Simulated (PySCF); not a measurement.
# CaSb+: bond curves at several levels of theory

The task here is to estimate one member of a computed series from the others.

The runs use PySCF 2.14.0; Ca def2-SVP, Sb def2-SVP with ECP28, scalar-relativistic core potentials.

1 further run of the same task is left out (it didn't finish).

Set-up of the first run:

A driver script around PySCF takes these settings:

```json
{
 "atoms": "Ca, Sb",
 "charge": "1",
 "basis": "Ca def2-SVP, Sb def2-SVP with ECP28",
 "Hamiltonian": "scalar-relativistic core potentials",
 "basis functions": "50",
 "electrons treated": "42",
 "masses in u": "39.9626, 120.9038",
 "levels": "PBE0, PBE, r²SCAN, PW91, MN15, r²SCAN0, CAM-B3LYP, HF, MP2, SCS-MP2",
 "grid": "80 radial by 434 angular points",
 "occupations": "held fixed by the projection of orbital angular momentum",
 "dissociation limit": "Ca+ + Sb, each in its ground configuration",
 "starting distance in angstrom": "3.055",
 "values of 2S to try": "0, 2, 4"
}
```

On the command line:

```bash
> OMP_NUM_THREADS=1 python dia.py task.json out
```

Steps of the session up to this table: Input; The PBE0 curve of the state that the search chose; Higher solutions at PBE0; PBE; r²SCAN (meta-GGA); PW91 (GGA); MN15; r²SCAN0; CAM-B3LYP; ROHF (mean field).

One of the session's tables, all rows but one given; the rest of the session is left out.

It belongs to the step «The curves together». Energy (eV) from each level's lowest point:

| R (Å) | ROHF | ROHF-MP2 | ROHF-SCS-MP2 | PBE | PW91 |
| --- | --- | --- | --- | --- | --- |
| 2.558 | 0.984 | 0.947 | 0.976 | 0.667 | 0.651 |
| 2.677 | 0.497 | 0.483 | 0.505 | 0.293 | 0.282 |
| 2.796 | 0.205 | 0.204 | 0.219 | 0.090 | 0.083 |
| 2.885 | ? | ? | ? | ? | ? |
| 2.974 | 0.017 | 0.020 | 0.026 | 0.000 | 0.000 |
| 3.063 | 0.000 | 0.000 | 0.000 | 0.020 | 0.023 |
| 3.182 | 0.030 | 0.022 | 0.015 | 0.090 | 0.097 |
| 3.331 | 0.126 | 0.105 | 0.088 | 0.221 | 0.233 |
| 3.509 | 0.292 | 0.252 | 0.222 | 0.409 | 0.427 |
| 3.747 | 0.556 | 0.486 | 0.437 | 0.666 | 0.692 |

**Question.** Estimate the row for R (Å) = 2.885.

Worked estimate for «ROHF». A straight line through the neighbours (2.796, 0.205) and (2.974, 0.017) gives 0.205 + (0.017 − 0.205) × (2.885 − 2.796) / (2.974 − 2.796) = 0.111; a parabola fitted to 4 rows on both sides gives 0.078.

As computed: ROHF: 0.081; ROHF-MP2: 0.084; ROHF-SCS-MP2: 0.094; PBE: 0.019; PW91: 0.016. In «ROHF» the line misses by +0.030 and the parabola by -0.003.
